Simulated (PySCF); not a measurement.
# IrF4: relaxation and vibrations of the quartet

Where does quartet IrF4 go from a see-saw start, is the end point a minimum, and what are its modes, charges and moments?

Method: PBE0, basis Ir def2-SVP with ECP60, F def2-SVP, scalar-relativistic core potentials, no spin–orbit coupling, density fitting; program: PySCF 2.14.0.

### Step 1. Starting geometry

5 atoms, charge 0, spin multiplicity 4.

Bond lengths: Ir1–F2 1.860 Å, Ir1–F3 1.860 Å, Ir1–F4 1.860 Å, Ir1–F5 1.860 Å. Angles: F2–Ir1–F3 170.0°, F2–Ir1–F4 86.9°, F2–Ir1–F5 86.9°, F3–Ir1–F4 86.9°, F3–Ir1–F5 86.9°, F4–Ir1–F5 104.0°.

```xyz
5
charge 0 multiplicity 4
Ir    0.0000    0.0000   -0.1847
F     0.0000    1.8529   -0.0226
F     0.0000   -1.8529   -0.0226
F     1.4657    0.0000    0.9604
F    -1.4657    0.0000    0.9604
```

### Step 2. See-saw start, quartet: relaxation

One driver script runs all steps and calls PySCF; scf.py shows how it sets up the SCF of each step. The optimiser is the driver's own. Before each start the driver seeks the lowest SCF state from one or more starting densities and follows internal instabilities, so scf.py alone need not reach the same state.

The program finds C2v symmetry in the start, which this walk keeps. The walk stops when the largest gradient is under 0.0003 Eh/bohr and the energy has settled too.

Input file scf.py:

```python
from pyscf import gto, scf, dft
mol = gto.M(atom='''
Ir     0.000000     0.000000    -0.184675
F      0.000000     1.852900    -0.022575
F     -0.000000    -1.852900    -0.022575
F      1.465700    -0.000000     0.960425
F     -1.465700     0.000000     0.960425''',
    basis={'Ir': 'def2-SVP', 'F': 'def2-SVP'},
    ecp={'Ir': 'def2-SVP'},
    charge=0, spin=3)
mf = dft.UKS(mol, xc='PBE0')
mf.grids.atom_grid = (50, 194)
aux = {'Ir': 'def2-universal-JKFIT', 'F': 'def2-universal-JKFIT'}
mf = mf.density_fit(auxbasis=aux)
mf.kernel()
```

Further steps of the session: Vibrations and properties at this point.

Q: Predict the outcome of this session. Wanted: minimum; geometry; wavenumbers; dipole moment; highest occupied, lowest empty level; polar-tensor charge of Ir1; zero-point energy; atomisation energy; ⟨S²⟩.

The runs gave:

| quantity | value |
| --- | --- |
| minimum | quartet, D4h |
| geometry | Ir–F 1.838 Å (×4); F–Ir–F 90.0° (×4), F–Ir–F 180.0° (×2) |
| wavenumbers (cm⁻¹) | 129 (b2u), 199 (a2u), 247 (eu), 267 (b2g), 682 (b1g), 729 (a1g), 743 (eu) |
| dipole moment | 0.00 D |
| highest occupied, lowest empty level (either spin) | -10.07, -5.86 eV |
| polar-tensor charge of Ir1 | +2.15 e |
| zero-point energy | 23.8 kJ/mol |
| entropy at 298.15 K | 332.3 J/(mol K) |
| atomisation energy (no zero-point energy) | 1533 kJ/mol |
| ⟨S²⟩ | 3.759 |

From C2v at the start the molecule goes to a D4h minimum. The strongest infrared band lies at 743 cm⁻¹ (eu, stretch). Ir1 has a polar-tensor charge of +2.2 e (a dipole derivative, not a static charge), yet symmetry cancels the bond dipoles. Most of the spin sits on Ir1 (Mulliken spin 2.16, against 3 for the whole molecule). Only this shape and spin were tried, so other structures or states may lie lower. One determinant may miss the lowest occupation of an open d or f shell. With an element this heavy the missing spin–orbit coupling can shift these numbers.
